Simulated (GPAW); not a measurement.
Input of a GPAW 26.7.0 run:

File run.py:

```python
from ase import Atoms
from ase.dft.bandgap import bandgap
from ase.io import write
from ase.units import Bohr, GPa
from gpaw import GPAW, PW
from gpaw.elf import elf_from_dft_calculation

atoms = Atoms(['Rh', 'Rh', 'Rh', 'Si'],
              cell=[[-1.933568, 1.933568, 3.669344],
                    [1.933568, -1.933568, 3.669344],
                    [1.933568, 1.933568, -3.669344]],
              scaled_positions=[[0.5, 0.5, 0.0],
                                [0.25, 0.75, 0.5],
                                [0.75, 0.25, 0.5],
                                [0.0, 0.0, 0.0]],
              pbc=True)

calc = GPAW(mode=PW(600),
            xc='PBE',
            kpts={'size': (10, 10, 10), 'gamma': True},
            occupations={'name': 'fermi-dirac', 'width': 0.05},
            nbands=44,
            convergence={'density': 1e-05, 'energy': 1e-05},
            maxiter=150,
            txt='gpaw.txt')
atoms.calc = calc
energy = atoms.get_potential_energy()
forces = atoms.get_forces()
stress = atoms.get_stress()
calc.write('gs.gpw')
write('result.traj', atoms)
print(f'Energy: {energy:.6f} eV')
print('Forces (eV/A):')
print(forces.round(4))
print('Stress (GPa):', (stress / GPa).round(3))
print('Fermi level:', round(calc.get_fermi_level(), 4), 'eV')
print(f'Gap: {bandgap(calc)[0]:.4f} eV, direct: {bandgap(calc, direct=True)[0]:.4f} eV')

# fields on the real-space grid
write('density.cube', atoms, data=calc.get_pseudo_density() * Bohr**3)
write('potential.cube', atoms, data=calc.get_electrostatic_potential())
write('elf.cube', atoms, data=elf_from_dft_calculation(calc).data)
```

Potentials or basis: GPAW PAW data sets (gpaw-data 1.2.1), pw.

The run is started by

```console
$ OMP_NUM_THREADS=1 python run.py
```

Question: Predict the band gap on the k mesh.

Answer: None (metal or under the smearing width).

Question: Estimate the pressure.

Answer: 0.0 GPa.

Stress tensor (GPa, compression positive):
```
-0.07  0.00  0.00
 0.00 -0.07  0.00
 0.00  0.00  0.08
```
